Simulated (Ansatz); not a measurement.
# TiBO3: the cost of one run

Method: DFT PBEsol, scalar-relativistic, plane waves, PAW, in Ansatz 0.2.0.

## (1) Starting point

Symmetry: Pm-3m, No. 221, cubic system. Conventional cell: a = 3.581 Å, b = 3.581 Å, c = 3.581 Å, α = 90.00°, β = 90.00°, γ = 90.00°. Ti (site symmetry m-3m) is surrounded by 6 O at 1.79 Å. B (site symmetry m-3m) has 12 O at 2.53 Å in its first shell of neighbours. O (site symmetry 4/mmm) has 2 Ti at 1.79 Å in its first shell of neighbours.

As a file:

```cif
data_structure
_symmetry_space_group_name_H-M 'Pm-3m'
_symmetry_Int_Tables_number 221
_cell_length_a 3.5807
_cell_length_b 3.5807
_cell_length_c 3.5807
_cell_angle_alpha 90.000
_cell_angle_beta 90.000
_cell_angle_gamma 90.000
_cell_volume 45.91
loop_
_atom_site_label
_atom_site_type_symbol
_atom_site_symmetry_multiplicity
_atom_site_Wyckoff_symbol
_atom_site_fract_x
_atom_site_fract_y
_atom_site_fract_z
_atom_site_occupancy
Ti1 Ti 1 b 0.50000 0.50000 0.50000 1
B1 B 1 a 0.00000 0.00000 0.00000 1
O1 O 3 c 0.00000 0.50000 0.50000 1
```

(A quick probe on a coarse mesh, which set the mesh and smearing, is not shown.)

## (3) Rough relaxation on the coarse mesh

File input.yaml:

```yaml
crystal:
  lattice:
    - [3.5806562513, 0.0, 0.0]
    - [0.0, 3.5806562513, 0.0]
    - [0.0, 0.0, 3.5806562513]
  atoms:
    - { symbol: Ti, position: [0.5, 0.5, 0.5] }
    - { symbol: B, position: [0.0, 0.0, 0.0] }
    - { symbol: O, position: [0.0, 0.5, 0.5] }
    - { symbol: O, position: [0.5, 0.0, 0.5] }
    - { symbol: O, position: [0.5, 0.5, 0.0] }
basis:
  ecutwfc: 420
kpoints:
  mp_grid: { grid: [6, 6, 6] }
hamiltonian:
  xc: pbesol
scf:
  occupations: { method: gaussian, width: 0.1 }
  lower_state_search: "off"
output:
  forces: true
  stress: true
  eigenvalues: true
relax:
  adjacent_minimum: "off"
  f_tol: 0.04
  max_steps: 70
  cell: { stress_tol: 0.4 }
```

On the command line:

```
$ ansatz run input.yaml --threads 1 --pin off --max-ram 2560MiB --backend cpu --events-out ev --progress --plain --runs-dir out
```

**Question.** How long does this run take on 1 thread of Arm Neoverse V1, shared host, and how much memory does it need?

About 13 s, with a peak of 0.33 GiB.
